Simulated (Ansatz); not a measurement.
# CsB6H6: the cost of one run

Method: DFT, PBE, plane-wave PAW, default files, scalar-relativistic, as far as a step names no other, in Ansatz 0.2.0.

### Step 1. The starting structure

Symmetry: Fm-3, No. 202, cubic system. The conventional cell has a = 11.281 Å, b = 11.281 Å, c = 11.281 Å, α = 90.00°, β = 90.00°, γ = 90.00°. Cs (site symmetry 23) is surrounded by 12 H at 3.13 Å. Around B (site symmetry m) lie 1 H at 1.12 Å. H (site symmetry m) is surrounded by 1 B at 1.12 Å.

Coordinates:

```cif
data_structure
_symmetry_space_group_name_H-M 'Fm-3'
_symmetry_Int_Tables_number 202
_cell_length_a 11.2812
_cell_length_b 11.2812
_cell_length_c 11.2812
_cell_angle_alpha 90.000
_cell_angle_beta 90.000
_cell_angle_gamma 90.000
_cell_volume 1435.71
loop_
_atom_site_label
_atom_site_type_symbol
_atom_site_symmetry_multiplicity
_atom_site_Wyckoff_symbol
_atom_site_fract_x
_atom_site_fract_y
_atom_site_fract_z
_atom_site_occupancy
Cs1 Cs 8 c 0.25000 0.25000 0.75000 1
B1 B 48 h 0.00000 0.42110 0.62770 1
H1 H 48 h 0.00000 0.36400 0.70900 1
```

### Step 2. Single point at the given positions

input.yaml

```yaml
crystal:
  lattice:
    - [0.0, 5.6406, 5.6406]
    - [5.6406, 0.0, 5.6406]
    - [5.6406, 5.6406, 0.0]
  atoms:
    - { symbol: Cs, position: [0.25, 0.25, 0.25] }
    - { symbol: Cs, position: [0.75, 0.75, 0.75] }
    - { symbol: B, position: [0.2066, 0.9512, 0.0488] }
    - { symbol: B, position: [0.9512, 0.2066, 0.7934] }
    - { symbol: B, position: [0.7934, 0.0488, 0.9512] }
    - { symbol: B, position: [0.0488, 0.7934, 0.2066] }
    - { symbol: B, position: [0.0488, 0.2066, 0.9512] }
    - { symbol: B, position: [0.7934, 0.9512, 0.2066] }
    - { symbol: B, position: [0.9512, 0.7934, 0.0488] }
    - { symbol: B, position: [0.2066, 0.0488, 0.7934] }
    - { symbol: B, position: [0.9512, 0.0488, 0.2066] }
    - { symbol: B, position: [0.2066, 0.7934, 0.9512] }
    - { symbol: B, position: [0.0488, 0.9512, 0.7934] }
    - { symbol: B, position: [0.7934, 0.2066, 0.0488] }
    - { symbol: H, position: [0.345, 0.927, 0.073] }
    - { symbol: H, position: [0.927, 0.345, 0.655] }
    - { symbol: H, position: [0.655, 0.073, 0.927] }
    - { symbol: H, position: [0.073, 0.655, 0.345] }
    - { symbol: H, position: [0.073, 0.345, 0.927] }
    - { symbol: H, position: [0.655, 0.927, 0.345] }
    - { symbol: H, position: [0.927, 0.655, 0.073] }
    - { symbol: H, position: [0.345, 0.073, 0.655] }
    - { symbol: H, position: [0.927, 0.073, 0.345] }
    - { symbol: H, position: [0.345, 0.655, 0.927] }
    - { symbol: H, position: [0.073, 0.927, 0.655] }
    - { symbol: H, position: [0.655, 0.345, 0.073] }
kpoints:
  mp_grid: { grid: [5, 5, 5] }
scf:
  occupations: { method: fermi_dirac, width: 0.05 }
hamiltonian:
  xc: pbe
  pseudopotentials: { kind: paw }
output:
  forces: true
  stress: true
  populations: true
  efg:
    quadrupole_moments_barn: { Cs: -0.00343, B: 0.04059, H: 0.00285783 }
    contact_densities: true
```

Launch:

```console
ansatz run input.yaml --threads 1 --pin off --max-ram 2560MiB --backend cpu --events-out ev --progress --plain --runs-dir out
```

**Question.** How long does this run take on 1 thread of Arm Neoverse V1, shared host, and how much memory does it need?

About 25 s, with a peak of 0.68 GiB.
